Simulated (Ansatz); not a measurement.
# CH2OTe: vertical ionisation energy

An exercise on one series of results from a longer session: the logs are not shown, and one member is left open.

Computed with Ansatz 0.2.0, Gaussian basis. Level: unrestricted cation, the program's frozen cores in correlated methods.

The runs, in order: UKS PBE-D4/def2-TZVPP; UKS r2SCAN-D4/def2-TZVPP; UKS PBE0-D4/def2-TZVPP; UKS B3LYP-D4/def2-TZVPP; UKS wB97X-V/def2-TZVPP; UKS wB97M-V/def2-TZVPP; UKS B2PLYP/def2-TZVPP; UHF-CCSD(T)/def2-TZVPP; UHF-MP2/def2-QZVPP; extrapolation to the limit; then −ε(HOMO) from the neutral's earlier runs with LDA (SPW92), PBE-D4, revPBE-D4, BLYP-D4, r2SCAN-D4, B97M-V, PBE0-D4, B3LYP-D4, r2SCANh-D4, r2SCAN0-D4, HSE06-D4, BHLYP-D4, CAM-B3LYP-D4, LC-ωPBE, ωB97X-V, ωB97M-V.

## The geometry

An earlier PBE0-D4 in a triple-zeta def2 set relaxation fixed the geometry. Te takes the def2 core potential; no spin-orbit term is included.

5 atoms, charge 0, spin multiplicity 1.

Atoms are counted from 1 here; the program's logs count them from 0.

Bond lengths: O1–C2 1.188 Å, C2–Te3 2.145 Å, C2–H4 1.106 Å, Te3–H5 1.658 Å. Angles: O1–C2–Te3 123.5°, O1–C2–H4 123.6°, Te3–C2–H4 112.8°, C2–Te3–H5 91.4°.

Coordinates:

```mol
CH2OTe
  3D, bonds by distance, orders not assigned

  5  4  0  0  0  0  0  0  0  0999 V2000
   -1.2164   -0.6802    1.2247 O   0  0
   -0.5928   -0.3076    0.2842 C   0  0
    1.3769    0.5293    0.4245 Te  0  0
   -0.9659   -0.3553   -0.7564 H   0  0
    1.4481    0.7401   -1.2184 H   0  0
  1  2  8  0
  2  3  8  0
  2  4  8  0
  3  5  8  0
M  END
```

Set-up of the first run:

Contents of in.yaml:

```yaml
crystal:
  periodic: [false, false, false]
  atoms:
    - {symbol: O, position_ang: [-1.216351, -0.680240, 1.224661]}
    - {symbol: C, position_ang: [-0.592753, -0.307587, 0.284185]}
    - {symbol: Te, position_ang: [1.376946, 0.529255, 0.424498]}
    - {symbol: H, position_ang: [-0.965898, -0.355252, -0.756370]}
    - {symbol: H, position_ang: [1.448057, 0.740124, -1.218375]}
basis:
  gaussian: {orbitals: def2-TZVPP}
total_charge: 1
magnetization: {spin_polarized: true, initial_magnetization: 1}
hamiltonian: {xc: pbe, dispersion: d4}
```

Started as:

```
$ ansatz run in.yaml --threads 2 --pin off --events-out ev --progress --plain --max-ram 4352MiB
```

Steps of the session up to this table: Cation, UKS PBE-D4/def2-TZVPP; Cation, UKS r2SCAN-D4/def2-TZVPP; Cation, UKS PBE0-D4/def2-TZVPP; Cation, UKS B3LYP-D4/def2-TZVPP; Cation, UKS wB97X-V/def2-TZVPP; Cation, UKS wB97M-V/def2-TZVPP; Cation, UKS B2PLYP (frozen core)/def2-TZVPP; Cation, UHF-CCSD(T)/def2-TZVPP; Cation, UHF-MP2/def2-QZVPP.

One of the session's tables, all rows but one given; the rest of the session is left out.

For comparison, −ε(HOMO) of the neutral from earlier runs:

```
  functional  −ε(HOMO) (eV)
 LDA (SPW92)           6.14
      PBE-D4           5.96
   revPBE-D4           5.90
     BLYP-D4           5.80
   r2SCAN-D4           6.21
      B97M-V           6.15
     PBE0-D4              ?
    B3LYP-D4           6.76
  r2SCANh-D4           6.57
  r2SCAN0-D4           7.13
    HSE06-D4           6.57
    BHLYP-D4           7.84
CAM-B3LYP-D4           8.17
     LC-ωPBE           9.44
     ωB97X-V           9.12
     ωB97M-V           9.01
```

Estimate the missing values for PBE0-D4.

As computed: −ε(HOMO) (eV): 6.96. In the column «−ε(HOMO) (eV)» it lies between B3LYP-D4 (6.76) and r2SCAN0-D4 (7.13).
